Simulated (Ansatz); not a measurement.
# C6H4N2: the cost of one run

Method: the settings change from run to run; program: Ansatz 0.2.0, Gaussian basis.

## Step 1: The relaxed structure

The geometry comes from an earlier relaxation with PBE0-D4 in a triple-zeta def2 set; it is a stationary point, not always the lowest conformer.

SMILES `N#Cc1ccccn1`, 12 atoms, charge 0, spin multiplicity 1.

Atoms are counted from 1 here; the program's logs count them from 0.

Bond lengths: N1–C2 1.150 Å, C2–C3 1.437 Å, C3–C4 1.391 Å, C3–N8 1.332 Å, C4–C5 1.384 Å, C4–H9 1.082 Å, C5–C6 1.384 Å, C5–H10 1.084 Å, C6–C7 1.389 Å, C6–H11 1.083 Å, C7–N8 1.324 Å, C7–H12 1.086 Å. Angles: N1–C2–C3 177.9°, C2–C3–C4 119.1°, C2–C3–N8 116.8°, C4–C3–N8 124.0°, C3–C4–C5 117.9°, C3–C4–H9 120.2°, C5–C4–H9 121.9°, C4–C5–C6 118.7°, C4–C5–H10 120.4°, C6–C5–H10 120.9°, C5–C6–C7 118.6°, C5–C6–H11 121.2°, C7–C6–H11 120.2°, C6–C7–N8 123.6°, C6–C7–H12 120.4°, N8–C7–H12 115.9°, C3–N8–C7 117.1°.

## Step 2: PBE-QIDH/6-31G*

Options: atoms shaken by 0.08 Å, the search for lower states set to off.

The input, in.yaml:

```yaml
crystal:
  periodic: [false, false, false]
  atoms:
    - {symbol: N, position_ang: [1.913151, -1.313702, 2.898143]}
    - {symbol: C, position_ang: [1.355755, -0.864743, 2.158443]}
    - {symbol: C, position_ang: [0.572741, -0.440931, 0.799241]}
    - {symbol: C, position_ang: [0.427419, 0.864179, 0.440337]}
    - {symbol: C, position_ang: [-0.453249, 1.375962, -0.481115]}
    - {symbol: C, position_ang: [-0.688114, 0.353910, -1.497485]}
    - {symbol: C, position_ang: [-0.599469, -1.061672, -1.090567]}
    - {symbol: N, position_ang: [0.183755, -1.386043, -0.011488]}
    - {symbol: H, position_ang: [0.601256, 1.695020, 1.282049]}
    - {symbol: H, position_ang: [-0.603988, 2.386954, -0.774926]}
    - {symbol: H, position_ang: [-1.413130, 0.550752, -2.334972]}
    - {symbol: H, position_ang: [-0.968959, -1.777877, -1.682033]}
basis:
  gaussian: {orbitals: "6-31G*"}
hamiltonian: {xc: {name: PBE-QIDH}}
scf: {lower_state_search: off}
output: {forces: true}
```

The run is started by

```
ansatz run in.yaml --threads 2 --pin off --events-out ev --progress --plain --max-ram 22528MiB --backend cpu
```

**Question.** How long does this run take on 2 threads of AMD EPYC 7R13, shared host, and how much memory does it need?

About 11 s, with a peak of 0.63 GiB.
